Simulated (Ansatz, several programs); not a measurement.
An ordered 4-atom cell of K2IBr on the rocksalt lattice (R-3m), relaxed with PBE in Ansatz (plane waves, PAW): the symmetry is R-3m (No. 166, trigonal); a = 4.903 Å, c = 24.089 Å in the conventional setting, 41.80 Å³ an atom. Around Br lie 6 K at 3.39 Å; around I lie 6 K at 3.55 Å; around K lie 3 Br at 3.39 Å and 3 I at 3.55 Å. The cell was then scaled with its shape and fractional coordinates held, which makes it stiffer than a relaxed compression. No spin polarisation. The prototype was imposed, so other structures may be more stable.

```tsv
V (Å³/atom)	E (meV/atom)
39.291	6.53
40.545	1.59
41.799	0.00
44.307	4.83
```

**Question.** Pass a cubic E = c₀ + c₁u + c₂u² + c₃u³, with u = V − 41.486 Å³, through these points.

**Answer.** c₀ = 0.11, c₁ = -0.646, c₂ = 0.943, c₃ = -0.0431 (meV and Å³).

**Question.** Where is the minimum, and what bulk modulus follows?

**Answer.** dE/du = 0 at u = +0.351, so V₀ = 41.84 Å³. B = V₀ d²E/dV² = 41.84 × (2c₂ + 6c₃u) = 41.84 × 1.796 = 75 meV/Å³, and 1 meV/Å³ is 0.16022 GPa: 12 GPa. A third-order Birch-Murnaghan fit to all five points gives 41.84 Å³ and 12 GPa.

**Question.** Predict the energy and the pressure at the withheld volume, 43.053 Å³.

**Answer.** With u = +1.567: E ≈ 1.25 meV and P = −dE/dV ≈ -0.32 GPa. The run gives 1.23 meV and, from its stress, -0.32 GPa.
